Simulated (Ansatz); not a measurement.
# AlGa (triplet): wave-function methods side by side, aug-cc-pVDZ

One table from this session's results is given with a row withheld; the runs are named, their logs left out.

The runs use Ansatz 0.2.0, Gaussian basis; aug-cc-pVDZ, core rule «outside noble gas», up to 19 orbitals frozen.

To be run: UHF; CCSD(T) on ROHF; CCSD(T) on UHF; BCCD(T) on ROHF; CISD; CCSDT(Q) on ROHF; CCSDT(Q) on UHF; CASSCF and MRCISD+Q, 6 electrons in 8 orbitals; CASSCF and NEVPT2, 6 electrons in 8 orbitals.

15 further runs of the same task are left out: 3 for a known fault of the program, 5 that didn't finish, 7 set aside as unsound or not needed.

### The geometry

The geometry is a PBE0/def2-TZVP stationary point (not a proven minimum) of the parent state, kept for this charge and spin. No spin-orbit coupling is included. The filled d shell of Ga may be among the frozen orbitals whatever the setting's name suggests; the logs give the count.

2 atoms, charge 0, spin multiplicity 3.

Atoms are counted from 1 here; the program's logs count them from 0.

No contacts short enough for the rule that draws bonds.

Set-up of the first run:

in.yaml reads:

```yaml
crystal:
  periodic: [false, false, false]
  atoms:
    - {symbol: Al, position_ang: [0.000000, 0.000000, 0.000000]}
    - {symbol: Ga, position_ang: [0.000000, 0.000000, 3.240300]}
basis:
  gaussian: {orbitals: aug-cc-pVDZ}
magnetization: {spin_polarized: true, initial_magnetization: 2}
hamiltonian: {xc: hf}
output: {orbitals: {seedname: orbitals}}
```

Launch:

```
ansatz run in.yaml --threads 1 --pin off --events-out ev --progress --plain --max-ram 2393MiB
```

Steps of the session up to this table: UHF; CCSD(T) on ROHF; CCSD(T) on UHF; BCCD(T) on ROHF; CISD; CCSDT(Q) on ROHF; CCSDT(Q) on UHF; CASSCF and MRCISD+Q, 6 electrons in 8 orbitals; CASSCF and NEVPT2, 6 electrons in 8 orbitals.

One of the session's tables, all rows but one given; the rest of the session is left out.

| method | from UCCSDT(Q) (kcal/mol) |
| --- | --- |
| ROHF | ? |
| UHF | +70.48 |
| RMP2 | +22.87 |
| UMP2 | +23.60 |
| CISD | +7.75 |
| RCCSD | +4.31 |
| UCCSD | +4.16 |
| RCCSD(T) | +1.37 |
| UCCSD(T) | +1.33 |
| BCCD(T) | +1.37 |
| RCCSDT | +0.24 |
| UCCSDT | +0.18 |
| RCCSDT(Q) | +0.06 |
| UCCSDT(Q) | 0 |
| CASSCF valence | +38.23 |
| NEVPT2 valence | +10.27 |
| MRCISD valence | +2.03 |
| MRCISD+Q valence | -0.51 |

**Question.** Estimate the row for ROHF.

**Answer.** from UCCSDT(Q) (kcal/mol): +73.23. In the column «from UCCSDT(Q) (kcal/mol)» it is the highest.

Caveats from the session: Restricted and unrestricted rows rest on different reference determinants; where their highest levels disagree by more than a few hundredths of an eV, they describe different states and don't form one ladder.
